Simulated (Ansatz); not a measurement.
# MoSb: the cost of one run

Computed with Ansatz 0.2.0 (DFT PBEsol, scalar-relativistic, plane waves, PAW, unless a step's input says otherwise).

## Step 1: The structure to begin with

The structure is cubic, space group Fm-3m (No. 225). Conventional cell: a = 5.451 Å, b = 5.451 Å, c = 5.451 Å, α = 90.00°, β = 90.00°, γ = 90.00°. Mo (site symmetry m-3m) is surrounded by 6 Sb at 2.73 Å. Around Sb (site symmetry m-3m) lie 6 Mo at 2.73 Å.

As a file:

```
Mo Sb
1.0
     0.00000    2.72533    2.72533
     2.72533    0.00000    2.72533
     2.72533    2.72533    0.00000
Mo Sb
1 1
Cartesian
  2.7253 2.7253 2.7253
  0.0000 0.0000 0.0000
```

An earlier run at PBEsol left this cell at 20.242 Å³/atom and -0.06 GPa (10×10×10 mesh).

The changes: atom 1 (Mo) moved 0.12 Å along y; strain e5 = -0.02, atoms carried along.

## Step 2: Atom 1 (Mo) moved 0.12 Å along y

Input file input.yaml:

```yaml
crystal:
  lattice:
    - [0.0, 2.7253349091, 2.7253349091]
    - [2.7253349091, 0.0, 2.7253349091]
    - [2.7253349091, 2.7253349091, 0.0]
  atoms:
    - { symbol: Mo, position: [0.5220156428, 0.4779843572, 0.5220156428] }
    - { symbol: Sb, position: [0.0, 0.0, 0.0] }
basis:
  ecutwfc: 420
  ecutrho_ratio: 4
kpoints:
  mp_grid: { grid: [10, 10, 10] }
hamiltonian:
  xc: pbesol
scf:
  occupations: { method: gaussian, width: 0.05 }
output:
  forces: true
  stress: true
  eigenvalues: true
```

Q: Estimate wall time and peak memory on 4 threads of an Arm CPU, shared host.

About 3.4 s, with a peak of 0.47 GiB.
